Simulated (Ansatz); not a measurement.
What does this script print? It uses the Python package of Ansatz (0.2.0).

Contents of `h4nssbsi.xyz`:
```text
8

N    -0.93090    1.35860    0.20640
Sb    0.98470    0.95980   -0.36620
Si    0.68140   -1.40270    0.32240
S     0.32100   -0.96660   -1.72120
H    -0.96790    2.36550    0.56570
H    -1.54340    1.45420   -0.68510
H     1.98980   -2.16560    0.48080
H    -0.44260   -1.66040    1.14130
```

Script `bde_h4nssbsi.py`:
```python
import logging
import sys

import ansatz as az

logging.basicConfig(stream=sys.stdout, format="%(levelname)s:%(name)s:%(message)s")
log = logging.getLogger("ansatz_job")
log.setLevel(logging.INFO)


def total_energy(molecule, charge=0, unpaired=0):
    calc = molecule.calculation().basis(gaussian="def2-SVP").correlation("mp2")
    if charge:
        calc = calc.charge(charge)
    if unpaired:
        calc = calc.spin("collinear", total=unpaired)
    report = calc.run(threads=1).report
    if report["published_state_doubts"]:
        print("  doubts:", report["published_state_doubts"])
    return report["free_energy_ev"]

def without(molecule, index):
    rest = az.Crystal.molecule()
    for i, site in enumerate(molecule.cartesian_sites):
        if i != index:
            rest = rest.atom(site.symbol, site.position_ang)
    return rest

h4nssbsi = az.Crystal.molecule_from_extxyz("h4nssbsi.xyz")

whole = total_energy(h4nssbsi, 0)
hydrogen = total_energy(az.Crystal.molecule().atom("H", (0, 0, 0)), 0, 1)
log.info(f"E(molecule) = {whole:.5f} eV, E(H) = {hydrogen:.5f} eV")
for index in [5, 7]:
    radical = total_energy(without(h4nssbsi, index), 0, 1)
    log.info(f"H{index}: homolysis {23.060548 * (radical + hydrogen - whole):.1f} kcal/mol")
    anion = total_energy(without(h4nssbsi, index), -1)
    log.info(f"H{index}: loss of a proton {23.060548 * (anion - whole):.1f} kcal/mol")
```

Output of `python bde_h4nssbsi.py`:
```text
INFO:ansatz_job:E(molecule) = -26742.13514 eV, E(H) = -13.58606 eV
INFO:ansatz_job:H5: homolysis 104.9 kcal/mol
INFO:ansatz_job:H5: loss of a proton 393.2 kcal/mol
INFO:ansatz_job:H7: homolysis 83.2 kcal/mol
INFO:ansatz_job:H7: loss of a proton 368.2 kcal/mol
```

Reading the output:
- Total energies depend on the basis set; only differences at equal settings carry meaning.
- The geometry is a force-field or estimated start, not a minimum of this method, and the basis set is short of its limit. All parts are taken at fixed geometry, without zero-point energy.
- def2 sets replace the cores of elements past krypton by effective core potentials.
- The spin-orbit lowering of heavy atoms is left out.
- Anions want diffuse functions, which this basis lacks.
- It ran for 20 s on 1 thread of Arm Neoverse V1, on a shared host, peak memory 0.3 GiB.
